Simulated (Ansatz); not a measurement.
# BFGaHO: small, medium and large basis sets

An exercise on one series of results from a longer session: the logs are not shown, and one member is left open.

Method: one geometry, several basis sets; program: Ansatz 0.2.0, Gaussian basis.

Levels to be run: PBE0-D4/def2-SVP; ωB97M-V/def2-SVP; PBE0-D4/def2-QZVPP; ωB97M-V/def2-QZVPP; the functionals' def2-TZVPP values are taken from earlier runs.

### The geometry

The geometry comes from an earlier relaxation with PBE0-D4 in a triple-zeta def2 set; it is a stationary point.

SMILES `F[B]1[O][GaH]1`, 5 atoms, charge 0, spin multiplicity 1.

Atoms are counted from 1 here; the program's logs count them from 0.

Bond lengths: F1–B2 1.311 Å, B2–O3 1.300 Å, B2–Ga4 2.003 Å, O3–Ga4 2.024 Å, Ga4–H5 1.559 Å. Angles: F1–B2–O3 137.0°, F1–B2–Ga4 150.9°, O3–B2–Ga4 72.1°, B2–O3–Ga4 70.3°, B2–Ga4–O3 37.7°, B2–Ga4–H5 152.3°, O3–Ga4–H5 114.7°.

Set-up of the first run:

in.yaml

```yaml
crystal:
  periodic: [false, false, false]
  atoms:
    - {symbol: F, position_ang: [1.121075, -1.316404, 1.470275]}
    - {symbol: B, position_ang: [0.468402, -0.664602, 0.538210]}
    - {symbol: O, position_ang: [-0.042913, -0.930213, -0.627323]}
    - {symbol: Ga, position_ang: [-0.361332, 1.015520, -0.168286]}
    - {symbol: H, position_ang: [-1.135334, 1.822098, -1.254275]}
basis:
  gaussian: {orbitals: def2-SVP}
hamiltonian: {xc: pbe0, dispersion: d4}
output: {orbitals: {seedname: orbitals}}
```

Command:

```sh
> ansatz run in.yaml --threads 2 --pin off --events-out ev --progress --plain --max-ram 4352MiB
```

Among the steps run: PBE0-D4 in def2-SVP; ωB97M-V in def2-SVP; PBE0-D4 in def2-QZVPP; ωB97M-V in def2-QZVPP.

One of the session's tables, all rows but one given; the rest of the session is left out.

It belongs to the step «Density functionals: the series». 

| functional | basis | HOMO (eV) | LUMO (eV) |
| --- | --- | --- | --- |
| PBE0-D4 | def2-SVP | -6.88 | -1.96 |
| PBE0-D4 | def2-TZVPP | -6.94 | -2.03 |
| PBE0-D4 | def2-QZVPP | -6.97 | -2.07 |
| ωB97M-V | def2-SVP | ? | ? |
| ωB97M-V | def2-TZVPP | -9.02 | -0.24 |
| ωB97M-V | def2-QZVPP | -9.05 | -0.38 |

**Question.** Estimate the row for ωB97M-V, def2-SVP.

**Answer.** HOMO (eV): -8.94; LUMO (eV): -0.14. In the column «HOMO (eV)» it lies between ωB97M-V, def2-TZVPP (-9.02) and PBE0-D4, def2-QZVPP (-6.97).
